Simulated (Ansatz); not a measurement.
# BClH5NO: the cost of one run

Program: Ansatz 0.2.0. Level of theory: RKS PBE/def2-mTZVP. These are calculated values, not measurements.

## 1. The system as given

Bond lengths: B1–O2 1.760 Å, O2–H3 1.010 Å, B1–H4 1.190 Å, B1–N5 1.550 Å, N5–H6 1.060 Å, N5–H7 1.060 Å, B1–Cl8 2.160 Å, O2–H9 1.123 Å, Cl8–H9 1.362 Å. Angles: B1–O2–H3 109.5°, B1–O2–H9 85.7°, H3–O2–H9 100.5°, O2–B1–H4 120.0°, O2–B1–N5 120.0°, O2–B1–Cl8 71.6°, H4–B1–N5 120.0°, H4–B1–Cl8 105.4°, N5–B1–Cl8 92.8°, B1–N5–H6 120.0°, B1–N5–H7 120.0°, H6–N5–H7 120.0°, B1–Cl8–H9 65.3°, O2–H9–Cl8 137.3°.

Structure file:

```xyz
9

B     0.0000    0.0000    0.0000
O     0.0000    0.0000    1.7600
H    -0.9095   -0.2814    2.0971
H     1.0305    0.0000   -0.5950
N    -1.3423    0.0000   -0.7750
H    -2.0112   -0.8164   -0.6764
H    -1.5914    0.8164   -1.4036
Cl   -0.2702    2.0319    0.6811
H    -0.1476    1.1101    1.6763
```

## 2. Pulling towards end A

Springs on the bonds that form and break draw the guess towards this end; the thresholds are loose.

Input file input.yaml:

```yaml
crystal:
  periodic: [false, false, false]
  atoms:
    - { symbol: B, position_ang: [0.0, 0.0, 0.0] }
    - { symbol: O, position_ang: [0.0, 0.0, 1.76] }
    - { symbol: H, position_ang: [-0.9095, -0.2814, 2.0971] }
    - { symbol: H, position_ang: [1.0305, 0.0, -0.595] }
    - { symbol: "N", position_ang: [-1.3423, 0.0, -0.775] }
    - { symbol: H, position_ang: [-2.0112, -0.8164, -0.6764] }
    - { symbol: H, position_ang: [-1.5914, 0.8164, -1.4036] }
    - { symbol: Cl, position_ang: [-0.2702, 2.0319, 0.6811] }
    - { symbol: H, position_ang: [-0.1476, 1.1101, 1.6763] }
basis:
  gaussian: { orbitals: def2-mTZVP }
hamiltonian:
  xc: pbe
relax:
  f_tol: 0.15
  max_steps: 25
  restrain:
    - { distance: [0, 7], at: 3.06, k: 30.0 }
    - { distance: [8, 1], at: 2.21, k: 30.0 }
    - { distance: [0, 1], at: 1.41, k: 30.0 }
    - { distance: [8, 7], at: 1.37, k: 30.0 }
```

Launch:

```
> ansatz run input.yaml --threads 2 --pin off --max-ram 3072MiB --backend cpu --events-out ev --progress --plain --runs-dir out
```

What time and memory should one allow on 2 threads of Arm Neoverse V1, shared host?

About 20 s, with a peak of 0.15 GiB.
